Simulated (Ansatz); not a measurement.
# BaAl2B4: the cost of one run

Method: DFT PBE, scalar-relativistic, plane waves, PAW, in Ansatz 0.2.0.

## (1) The starting structure

The structure is hexagonal, space group P6/mmm (No. 191). The conventional cell has a = 3.956 Å, b = 3.956 Å, c = 7.048 Å, α = 90.00°, β = 90.00°, γ = 120.00°. Ba (site symmetry 6/mmm) has 12 B at 2.34 Å and 2 Al at 2.44 Å as nearest neighbours. Al (site symmetry 6mm) has 1 Al at 2.17 Å and 1 Ba at 2.44 Å as nearest neighbours. Around B (site symmetry 3m) lie 1 B at 1.03 Å.

Structure file:

```
Ba Al B
1.0
     3.95584    0.00000    0.00000
    -1.97792    3.42585    0.00000
     0.00000    0.00000    7.04783
Ba Al B
1 2 4
Direct
  0.00000 0.00000 0.00000
  0.00000 0.00000 0.65403
  0.00000 0.00000 0.34597
  0.33333 0.66667 0.92713
  0.66667 0.33333 0.92713
  0.66667 0.33333 0.07287
  0.33333 0.66667 0.07287
```

Recipe of the guess: random cell by space group and Wyckoff sites (P6/mmm, No. 191). The dimensions are guesses.

## (2) Probe: one point on a coarse mesh

input.yaml reads:

```yaml
crystal:
  lattice:
    - [3.95583529, 0.0, 0.0]
    - [-1.97791765, 3.42585386, 0.0]
    - [0.0, 0.0, 7.04782972]
  atoms:
    - { symbol: Ba, position: [0.0, 0.0, 0.0] }
    - { symbol: Al, position: [0.0, 0.0, 0.65403457] }
    - { symbol: Al, position: [0.0, 0.0, 0.34596543] }
    - { symbol: B, position: [0.33333333, 0.66666667, 0.9271265] }
    - { symbol: B, position: [0.66666667, 0.33333333, 0.9271265] }
    - { symbol: B, position: [0.66666667, 0.33333333, 0.0728735] }
    - { symbol: B, position: [0.33333333, 0.66666667, 0.0728735] }
basis:
  ecutwfc: 420
kpoints:
  mp_grid: { grid: [6, 6, 4] }
hamiltonian:
  xc: pbe
scf:
  occupations: { method: gaussian, width: 0.1 }
  lower_state_search: "off"
output:
  forces: true
  stress: true
  eigenvalues: true
```

Started as:

```
> ansatz run input.yaml --threads 1 --pin off --max-ram 2048MiB --backend cpu --events-out ev --progress --plain --runs-dir out
```

**Question.** How long does this run take on 1 thread of Arm Neoverse V2, shared host, and how much memory does it need?

About 2.9 s, with a peak of 0.34 GiB.
